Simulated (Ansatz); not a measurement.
# Gd: the cost of one run

Method: DFT r²SCAN, scalar-relativistic, plane waves, PAW (the target; the first runs use scalar-relativistic PBE), in Ansatz 0.2.0.

## (1) The starting structure

Symmetry: P6_3/mmc, No. 194, hexagonal system. Conventional cell: a = 3.624 Å, b = 3.624 Å, c = 11.661 Å, α = 90.00°, β = 90.00°, γ = 120.00°. Gd (site symmetry -3m) has 12 Gd at 3.59 to 3.62 Å as nearest neighbours. Gd (site symmetry -6m2) has 12 Gd at 3.59 to 3.62 Å as nearest neighbours.

Structure file:

```
CELL_PARAMETERS angstrom
3.62428 0.00000 0.00000
-1.81214 3.13872 0.00000
0.00000 0.00000 11.66114
ATOMIC_POSITIONS crystal
Gd 0.00000 0.00000 0.00000
Gd 0.00000 0.00000 0.50000
Gd 0.33333 0.66667 0.25000
Gd 0.66667 0.33333 0.75000
```

The moments start at Gd 7.00 μB.

## (2) Relaxing cell and atoms (PBE, 6×6×2 mesh)

The input, input.yaml:

```yaml
crystal:
  lattice:
    - [3.6242794494, 0.0, 0.0]
    - [-1.8121397247, 3.1387180736, 0.0]
    - [0.0, 0.0, 11.661143162]
  atoms:
    - { symbol: Gd, position: [0.0, 0.0, 0.0], spin: 7.0 }
    - { symbol: Gd, position: [0.0, 0.0, 0.5], spin: 7.0 }
    - { symbol: Gd, position: [0.3333333333, 0.6666666667, 0.25], spin: 7.0 }
    - { symbol: Gd, position: [0.6666666667, 0.3333333333, 0.75], spin: 7.0 }
basis:
  ecutwfc: 420
  ecutrho_ratio: 4
kpoints:
  mp_grid: { grid: [6, 6, 2] }
hamiltonian:
  xc: pbe
scf:
  occupations: { method: gaussian, width: 0.05 }
output:
  forces: true
  stress: true
  eigenvalues: true
  populations: true
magnetization:
  spin_polarized: true
relax:
  f_tol: 0.03
  max_steps: 60
  cell: { stress_tol: 0.3 }
```

Q: Estimate wall time and peak memory on 4 threads of an x86-64 CPU, shared host.

About 6.2 s, with a peak of 0.67 GiB.
